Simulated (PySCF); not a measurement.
# Cr(OH)₂: singlet, from a bent start

Where does singlet Cr(OH)₂ go from a bent start, is the end point a minimum, and what are its modes, charges and moments?

Computed with PySCF 2.14.0. Level: PBE0, basis Cr def2-SVP, O def2-SVP, H def2-SVP, no relativity, density fitting.

**1. Starting geometry**

5 atoms, charge 0, spin multiplicity 1.

Bond lengths: Cr1–O2 1.850 Å, Cr1–O3 1.850 Å, O2–H4 0.960 Å, O3–H5 0.960 Å. Angles: O2–Cr1–O3 110.0°, Cr1–O2–H4 130.0°, Cr1–O3–H5 130.0°.

```xyz
5
charge 0 multiplicity 1
Cr    0.0000    0.0000    0.0000
O     1.5154    0.0000    1.0611
O    -1.5154    0.0000    1.0611
H     2.0209   -0.7354    1.4151
H    -2.0209    0.7354    1.4151
```

**2. The SCF at the typed geometry**

One driver script runs all steps and calls PySCF; scf.py shows how it sets up the SCF of each step. The optimiser is the driver's own. After this first run the driver tries any further starts and a stability analysis.

Input file scf.py:

```python
from pyscf import gto, scf, dft
mol = gto.M(atom='''
Cr     0.000000     0.000000     0.000000
O      1.515400     0.000000     1.061100
O     -1.515400     0.000000     1.061100
H      2.020900    -0.735400     1.415100
H     -2.020900     0.735400     1.415100''',
    basis={'Cr': 'def2-SVP', 'O': 'def2-SVP', 'H': 'def2-SVP'},
    charge=0, spin=0)
mf = dft.RKS(mol, xc='PBE0')
mf.grids.atom_grid = (50, 194)
aux = {'Cr': 'def2-universal-JKFIT', 'O': 'def2-universal-JKFIT', 'H': 'def2-universal-JKFIT'}
mf = mf.density_fit(auxbasis=aux)
mf.conv_tol = 1e-08
mf.diis_space = 10
mf.max_cycle = 60
mf.init_guess = 'minao'
mf.verbose = 4
mf.kernel()
```

Run with:

```sh
$ OMP_NUM_THREADS=2 python axn.py task.json out
```

The log of the run (excerpt; [...] marks lines left out):

```text
[... the frontier levels of the middle cycles are left out ...]
init E= -1195.05689583396
  HOMO = -0.332432316249295  LUMO = -0.327206109717049  gap/eV = 0.14221
cycle= 1 E= -1195.12527705983  delta_E= -0.0684  |g|= 0.99  |ddm|=  3.1
  HOMO = 0.0740260848665657  LUMO = 0.0869434022361193  gap/eV = 0.35150
cycle= 2 E= -1193.918645367  delta_E= 1.21  |g|= 2.03  |ddm|= 3.65
  HOMO = -0.270159900809497  LUMO = -0.175425297363366  gap/eV = 2.57786
cycle= 3 E= -1194.62939724576  delta_E= -0.711  |g|= 1.98  |ddm|= 3.56
cycle= 4 E= -1195.29951223327  delta_E= -0.67  |g|= 0.562  |ddm|= 0.723
cycle= 5 E= -1195.37980650713  delta_E= -0.0803  |g|= 0.0414  |ddm|= 0.488
cycle= 6 E= -1195.38159965912  delta_E= -0.00179  |g|= 0.0303  |ddm|= 0.162
cycle= 7 E= -1195.38254829609  delta_E= -0.000949  |g|= 0.0195  |ddm|= 0.109
cycle= 8 E= -1195.38355534427  delta_E= -0.00101  |g|= 0.0153  |ddm|= 0.135
cycle= 9 E= -1195.38434069285  delta_E= -0.000785  |g|= 0.0148  |ddm|= 0.101
cycle= 10 E= -1195.38406220695  delta_E= 0.000278  |g|= 0.0147  |ddm|= 0.0357
cycle= 11 E= -1195.37889535759  delta_E= 0.00517  |g|= 0.0319  |ddm|=  0.7
cycle= 12 E= -1195.37924352293  delta_E= -0.000348  |g|= 0.0284  |ddm|= 0.0458
cycle= 13 E= -1195.37688563581  delta_E= 0.00236  |g|= 0.0569  |ddm|= 0.279
cycle= 14 E= -1195.37684042068  delta_E= 4.52e-05  |g|= 0.0558  |ddm|= 0.0123
[... 46 cycles left out ...]
SCF not converged.
init E= -1195.05689583396
[... 20 cycles left out ...]
SCF not converged.
init E= -1195.38919882919
[... 9 cycles left out ...]
cycle= 10 E= -1195.39065067963  delta_E= -7.52e-07  |g|= 0.00563  |ddm|= 0.0447
cycle= 11 E= -1195.39065494181  delta_E= -4.26e-06  |g|= 0.00652  |ddm|= 0.0229
cycle= 12 E= -1195.39072136753  delta_E= -6.64e-05  |g|= 0.00243  |ddm|= 0.0398
cycle= 13 E= -1195.39081695303  delta_E= -9.56e-05  |g|= 0.00524  |ddm|= 0.0843
cycle= 14 E= -1195.39085160084  delta_E= -3.46e-05  |g|= 0.00392  |ddm|= 0.0372
cycle= 15 E= -1195.39088367433  delta_E= -3.21e-05  |g|= 0.00399  |ddm|= 0.0508
cycle= 16 E= -1195.39090045795  delta_E= -1.68e-05  |g|= 0.00271  |ddm|= 0.0337
cycle= 17 E= -1195.39090823095  delta_E= -7.77e-06  |g|= 0.00198  |ddm|= 0.0257
cycle= 18 E= -1195.39091174888  delta_E= -3.52e-06  |g|= 0.00122  |ddm|= 0.0178
cycle= 19 E= -1195.39091295272  delta_E= -1.2e-06  |g|= 0.000567  |ddm|= 0.00889
cycle= 20 E= -1195.39091334637  delta_E= -3.94e-07  |g|= 0.00044  |ddm|= 0.00614
cycle= 21 E= -1195.39091349447  delta_E= -1.48e-07  |g|= 0.00016  |ddm|= 0.00239
cycle= 22 E= -1195.3909135388  delta_E= -4.43e-08  |g|= 7.39e-05  |ddm|= 0.00107
cycle= 23 E= -1195.39091354741  delta_E= -8.61e-09  |g|= 3.92e-05  |ddm|= 0.000436
  HOMO = -0.200714191577194  LUMO = -0.0707595925331534  gap/eV = 3.53624
Extra cycle  E= -1195.39091354947  delta_E= -2.06e-09  |g|= 3.8e-05  |ddm|= 0.000172
converged SCF energy = -1195.39091354947
```

This step, with its further starts and checks, ran for 12 s (2 threads of Arm Neoverse V2, shared host).

Energies from each starting density:

| start | energy (Eh) |
| --- | --- |
| the minimal-basis guess | -1195.390914 |
| a thermally smeared density | -1195.390914 |
| a smeared PBE density | -1195.390914 |

Where DIIS stalls, the driver goes on with a level shift of 0.3 Eh and then with a second-order solver.

The test of internal stability and the other starts found no lower closed-shell solution.

**3. Bent start, singlet: relaxation**

The program finds C2 symmetry in the start, which this walk keeps.

Changes to scf.py since step 2:

```diff
@@ -3,5 +3,5 @@
-Cr     0.000000     0.000000     0.000000
-O      1.515400     0.000000     1.061100
-O     -1.515400     0.000000     1.061100
-H      2.020900    -0.735400     1.415100
-H     -2.020900     0.735400     1.415100''',
+Cr     0.000000     0.000000    -0.428138
+O      1.515400     0.000000     0.632962
+O     -1.515400    -0.000000     0.632962
+H      2.020900    -0.735400     0.986962
+H     -2.020900     0.735400     0.986962''',
@@ -17 +16,0 @@
-mf.init_guess = 'minao'
```

Steps of the walk:

| step | energy (Eh) | change (kJ/mol) | largest symmetric gradient (Eh/bohr) |
| --- | --- | --- | --- |
| 0 | -1195.390914 | 0.00 | 0.07760 |
| 1 | -1195.411578 | -54.25 | 0.03592 |
| 2 | -1195.416358 | -66.80 | 0.01438 |
| 3 | -1195.419344 | -74.64 | 0.02419 |
| 4 | -1195.421065 | -79.16 | 0.01481 |
| 5 | -1195.423050 | -84.37 | 0.00733 |
| 6 | -1195.424526 | -88.25 | 0.03055 |
| 7 | -1195.426541 | -93.54 | 0.00948 |
| 8 | -1195.427514 | -96.09 | 0.00784 |
| 9 | -1195.428351 | -98.29 | 0.01549 |
| 10 | -1195.429168 | -100.44 | 0.00382 |
| 11 | -1195.429558 | -101.46 | 0.00274 |
| 12 | -1195.429877 | -102.30 | 0.00605 |
| 13 | -1195.430022 | -102.68 | 0.00154 |
| 14 | -1195.430067 | -102.80 | 0.00058 |
| 15 | -1195.430081 | -102.84 | 0.00070 |
| 16 | -1195.430090 | -102.86 | 0.00050 |
| 17 | -1195.430107 | -102.90 | 0.00089 |
| 18 | -1195.430138 | -102.98 | 0.00038 |
| 19 | -1195.430146 | -103.00 | 0.00025 |
| 20 | -1195.430146 | -103.01 | 0.00005 |

The walk took 20 s.

Positions (Å) and forces (eV/Å) along the way:

```
step 0
Cr   0.000   0.000  -0.428   0.000   0.000   3.990
O    1.515   0.000   0.633  -1.409   0.374  -2.157
O   -1.515   0.000   0.633   1.409  -0.374  -2.157
H    2.021  -0.735   0.987  -0.278  -0.178   0.162
H   -2.021   0.735   0.987   0.278   0.178   0.162
step 1
Cr   0.000   0.000  -0.344   0.000   0.000   1.847
O    1.547   0.018   0.526  -0.193  -1.091  -0.395
O   -1.547  -0.018   0.526   0.193   1.091  -0.395
H    1.943  -0.721   1.052  -0.644   1.105  -0.528
H   -1.943   0.721   1.052   0.644  -1.105  -0.528
step 10
Cr   0.000   0.000  -0.012   0.000   0.000  -0.054
O    1.638  -0.267   0.395  -0.030  -0.194   0.161
O   -1.638   0.267   0.395   0.030   0.194   0.161
H    2.290  -0.612   1.017  -0.087   0.171  -0.134
H   -2.290   0.612   1.017   0.087  -0.171  -0.134
step 20
Cr   0.000   0.000  -0.037   0.000   0.000   0.001
O    1.604  -0.374   0.389  -0.003   0.001  -0.002
O   -1.604   0.374   0.389   0.003  -0.001  -0.002
H    2.298  -0.536   1.035   0.001   0.000   0.001
H   -2.298   0.536   1.035  -0.001   0.000   0.001
```

End point (C2v, 20 steps, 103.0 kJ/mol gained): Cr–O 1.702 Å (×2), O–H 0.961 Å (×2); Cr–O–H 152.3° (×2), O–Cr–O 151.0°.

**4. Frequencies**

The point is checked on the finer grid, and tightened if its gradient asks for it. The Hessian and the dipole derivatives come from central differences of analytic gradients, with steps of 0.02 bohr.

Changes to scf.py since step 3:

```diff
@@ -3,5 +3,5 @@
-Cr     0.000000     0.000000    -0.428138
-O      1.515400     0.000000     0.632962
-O     -1.515400    -0.000000     0.632962
-H      2.020900    -0.735400     0.986962
-H     -2.020900     0.735400     0.986962''',
+Cr    -0.000000    -0.000000    -0.166424
+O      1.607666    -0.374702     0.245706
+O     -1.607666     0.374702     0.245706
+H      2.314162    -0.539366     0.876093
+H     -2.314162     0.539366     0.876093''',
@@ -11 +11 @@
-mf.grids.atom_grid = (50, 194)
+mf.grids.atom_grid = (75, 302)
@@ -14 +14 @@
-mf.conv_tol = 1e-08
+mf.conv_tol = 1e-10
```

The driver hands on the density of the step before, so the log starts near convergence.

Log of the central SCF (cycles and frontier levels):

```text
init E= -1195.43022886123
  HOMO = -0.196995642616247  LUMO = -0.0720614648385141  gap/eV = 3.39963
cycle= 1 E= -1195.43022886107  delta_E= 1.62e-10  |g|= 3.05e-05  |ddm|= 3.61e-05
  HOMO = -0.196986732515648  LUMO = -0.0720490434417433  gap/eV = 3.39973
cycle= 2 E= -1195.43022885964  delta_E= 1.43e-09  |g|= 8.5e-05  |ddm|= 8.58e-05
  HOMO = -0.196993496758876  LUMO = -0.0720585000819307  gap/eV = 3.39965
cycle= 3 E= -1195.43022886129  delta_E= -1.65e-09  |g|= 8.73e-06  |ddm|= 6.35e-05
  HOMO = -0.19699323098679  LUMO = -0.0720581131287412  gap/eV = 3.39966
cycle= 4 E= -1195.43022886129  delta_E= -7.5e-12  |g|= 1.65e-06  |ddm|= 6.45e-06
  HOMO = -0.196993440557733  LUMO = -0.072058396472606  gap/eV = 3.39966
Extra cycle  E= -1195.4302288613  delta_E= -4.32e-12  |g|= 1.81e-06  |ddm|= 8.78e-06
converged SCF energy = -1195.4302288613
```

The whole step took 53 s.

Geometry: C2v; Cr–O 1.701 Å (×2), O–H 0.961 Å (×2); Cr–O–H 153.0° (×2), O–Cr–O 152.0°.

Harmonic modes (main isotopes):

| symmetry | ω (cm⁻¹) | IR (km/mol) | μ (u) |
| --- | --- | --- | --- |
| a1 | 124 | 5.4 | 3.05 |
| a2 | 378 | 0.0 | 1.13 |
| b2 | 497 | 113 | 1.16 |
| b1 | 537 | 142 | 1.47 |
| a1 | 620 | 57.3 | 1.69 |
| a1 | 757 | 60.9 | 4.64 |
| b2 | 881 | 192 | 10.89 |
| b2 | 3922 | 271 | 1.07 |
| a1 | 3928 | 83.8 | 1.07 |

Every mode is real; the point is a minimum.

Properties at this point:

```yaml
Dipole_moment: 1.45 D
Highest_occupied_level: -5.36 eV
Lowest_empty_level: -1.96 eV
Rotational_constants: 3.436, 0.1711, 0.1629 cm⁻¹
Zero-point_energy: 69.6 kJ/mol
Principal_polarisabilities: 26.9, 32.9, 44.9 bohr³
Atomisation_energy_without_zero-point_energy: 1313 kJ/mol
Principal_traceless_quadrupole_moments_about_the_centre_of_mass: -5.03, -0.20, 5.22 D Å
Entropy_at_298.15_K_and_1_bar: 277.8 J/(mol K)
Heat_capacity_Cp_at_298.15_K: 67.2 J/(mol K)
Enthalpy_at_298.15_K_above_0_K: 14.49 kJ/mol
Rotational_symmetry_number: 2
```

Populations by atom (charges in e):

```tsv
atom	Mulliken	Löwdin	polar tensor	Mayer order to Cr1
Cr1	0.63	0.15	0.92	–
O2,3	-0.52	-0.16	-0.76	1.15
H4,5	0.20	0.09	0.30	0.01
```

Outer orbital energies (eV). occupied: -14.98, -13.24, -9.95, -9.85, -9.21, -9.18, -6.49, -5.36; empty: -1.96, -1.14, -0.95, 0.00.

Mulliken populations on Cr1: s 6.77, p 12.29, d 4.30, f 0.01.

**5. A spin-polarised start**

A stability analysis found the closed shell of the lowest minimum unstable towards spin polarisation, so the unrestricted solution is followed.

The program finds C2v symmetry in the start, which may break. The walk stops when the largest gradient is under 0.0003 Eh/bohr and the energy has settled too.

Changes to scf.py since step 4:

```diff
@@ -3,5 +3,5 @@
-Cr    -0.000000    -0.000000    -0.166424
-O      1.607666    -0.374702     0.245706
-O     -1.607666     0.374702     0.245706
-H      2.314162    -0.539366     0.876093
-H     -2.314162     0.539366     0.876093''',
+Cr     0.000000     0.000000    -0.177848
+O      1.607666    -0.374702     0.234282
+O     -1.607666     0.374702     0.234282
+H      2.314162    -0.539366     0.864669
+H     -2.314162     0.539366     0.864669''',
@@ -10,2 +10,2 @@
-mf = dft.RKS(mol, xc='PBE0')
-mf.grids.atom_grid = (75, 302)
+mf = dft.UKS(mol, xc='PBE0')
+mf.grids.atom_grid = (50, 194)
@@ -14 +14 @@
-mf.conv_tol = 1e-10
+mf.conv_tol = 1e-08
```

The optimiser's trace:

| step | energy (Eh) | change (kJ/mol) | largest gradient (Eh/bohr) |
| --- | --- | --- | --- |
| 0 | -1195.466226 | 0.00 | 0.00169 |
| 1 | -1195.466246 | -0.05 | 0.00126 |
| 2 | -1195.466177 | 0.13 | 0.00274 |
| 3 | -1195.466257 | -0.08 | 0.00089 |
| 4 | -1195.466262 | -0.09 | 0.00056 |
| 5 | -1195.466276 | -0.13 | 0.00045 |
| 6 | -1195.466280 | -0.14 | 0.00030 |
| 7 | -1195.466297 | -0.19 | 0.00101 |
| 8 | -1195.466309 | -0.22 | 0.00113 |
| 9 | -1195.466319 | -0.24 | 0.00058 |
| 10 | -1195.466321 | -0.25 | 0.00006 |

The walk took 21 s.

After 10 steps and 0.3 kJ/mol it ends at C2v: Cr–O 1.701 Å (×2), O–H 0.961 Å (×2); Cr–O–H 156.2° (×2), O–Cr–O 156.6°.

**6. Hessian and properties**

As before: finer grid, then central differences.

Changes to scf.py since step 5:

```diff
@@ -3,5 +3,5 @@
-Cr     0.000000     0.000000    -0.177848
-O      1.607666    -0.374702     0.234282
-O     -1.607666     0.374702     0.234282
-H      2.314162    -0.539366     0.864669
-H     -2.314162     0.539366     0.864669''',
+Cr    -0.000012    -0.000053    -0.164924
+O      1.620097    -0.377513     0.192419
+O     -1.620068     0.377636     0.192418
+H      2.372535    -0.552682     0.763704
+H     -2.372422     0.553171     0.763701''',
@@ -11 +11 @@
-mf.grids.atom_grid = (50, 194)
+mf.grids.atom_grid = (75, 302)
@@ -14 +14 @@
-mf.conv_tol = 1e-08
+mf.conv_tol = 1e-10
```

SCF at the final geometry:

```text
init E= -1195.46640916324
[... the frontier-level lines of each cycle are left out ...]
cycle= 1 E= -1195.46640916329  delta_E= -5.41e-11  |g|= 8.07e-06  |ddm|= 2.28e-05
Extra cycle  E= -1195.46640916316  delta_E= 1.28e-10  |g|= 2.21e-05  |ddm|= 3.21e-05
converged SCF energy = -1195.46640916316  <S^2> = 1.0007809  2S+1 = 2.2367663
```

The whole step ran for 79 s (2 threads of Arm Neoverse V2, shared host).

Geometry: C2v; Cr–O 1.701 Å (×2), O–H 0.961 Å (×2); Cr–O–H 155.6° (×2), O–Cr–O 155.8°.

Modes, for the most abundant isotopes:

| ω (cm⁻¹) | IR (km/mol) | μ (u) |
| --- | --- | --- |
| 112 | 8.5 | 2.84 |
| 403 | 0.0 | 1.13 |
| 478 | 97.8 | 1.16 |
| 610 | 159 | 1.49 |
| 620 | 67.8 | 1.72 |
| 754 | 49.7 | 5.01 |
| 885 | 200 | 11.15 |
| 3926 | 302 | 1.07 |
| 3932 | 68.7 | 1.07 |

No imaginary mode, so this is a minimum.

The SCF density has lower symmetry than the nuclear frame, so the modes carry no labels.

Properties at this point:

- Dipole moment: 1.33 D
- Highest occupied level: -5.35 eV
- Lowest empty level: -1.15 eV
- Rotational constants: 4.479, 0.1678, 0.1617 cm⁻¹
- Zero-point energy: 70.1 kJ/mol
- Principal polarisabilities: 27.6, 31.8, 45.8 bohr³
- Atomisation energy without zero-point energy: 1408 kJ/mol
- Principal traceless quadrupole moments about the centre of mass: -5.21, -1.19, 6.40 D Å
- Entropy at 298.15 K and 1 bar: 276.8 J/(mol K)
- Heat capacity Cp at 298.15 K: 66.5 J/(mol K)
- Enthalpy at 298.15 K above 0 K: 14.41 kJ/mol
- Rotational symmetry number: 2
- Spin squared ⟨S²⟩: 1.001

Populations by atom (charges in e):

```
atom  Mulliken  Löwdin  polar tensor  spin (Mulliken)  Mayer order to Cr1
 Cr1      0.64    0.15          0.88             0.00                   –
O2,3     -0.52   -0.16         -0.75             0.00                1.15
H4,5      0.21    0.09          0.31             0.00                0.01
```

Outer orbital energies (eV). α occupied: -15.04, -13.22, -9.96, -9.86, -9.28, -9.10, -7.48, -5.35; empty: -1.15, -1.01, -0.98, 0.05. β occupied: -15.04, -13.22, -9.95, -9.87, -9.23, -9.15, -7.48, -5.35; empty: -1.14, -1.01, -0.99, 0.05.

Mulliken populations on Cr1: s 6.79, p 12.29, d 4.28, f 0.01.

**7. All stationary points**

| spin | group | bonds | imaginary modes (cm⁻¹) | ΔE (kJ/mol) | with zero-point energy |
| --- | --- | --- | --- | --- | --- |
| broken-symmetry (Ms = 0) | C2v (density of lower symmetry) | Cr–O 1.701 Å (×2), O–H 0.961 Å (×2) | none | 0.0 | 0.0 |
| singlet | C2v | Cr–O 1.701 Å (×2), O–H 0.961 Å (×2) | none | 95.0 | 94.5 |

**8. Results**

| quantity | value |
| --- | --- |
| minimum | broken-symmetry (Ms = 0), C2v |
| geometry | Cr–O 1.701 Å (×2), O–H 0.961 Å (×2); Cr–O–H 155.6° (×2), O–Cr–O 155.8° |
| wavenumbers (cm⁻¹) | 112, 403, 478, 610, 620, 754, 885, 3926, 3932 |
| dipole moment | 1.33 D |
| highest occupied, lowest empty level (either spin) | -5.35, -1.15 eV |
| polar-tensor charge of Cr1 | +0.88 e |
| zero-point energy | 70.1 kJ/mol |
| entropy at 298.15 K | 276.8 J/(mol K) |
| atomisation energy (no zero-point energy) | 1408 kJ/mol |
| ⟨S²⟩ | 1.001 |

In words: The bent start (C2) ends in a minimum of C2v symmetry. The determinant is spin-contaminated (⟨S²⟩ = 1.00 against 0.00), so it is no pure spin state. In the infrared the band at 3926 cm⁻¹ leads. Only this shape and spin were tried, so other structures or states may lie lower. The SCF density has lower symmetry than the nuclear frame.

The search up to here took 3.2 min.
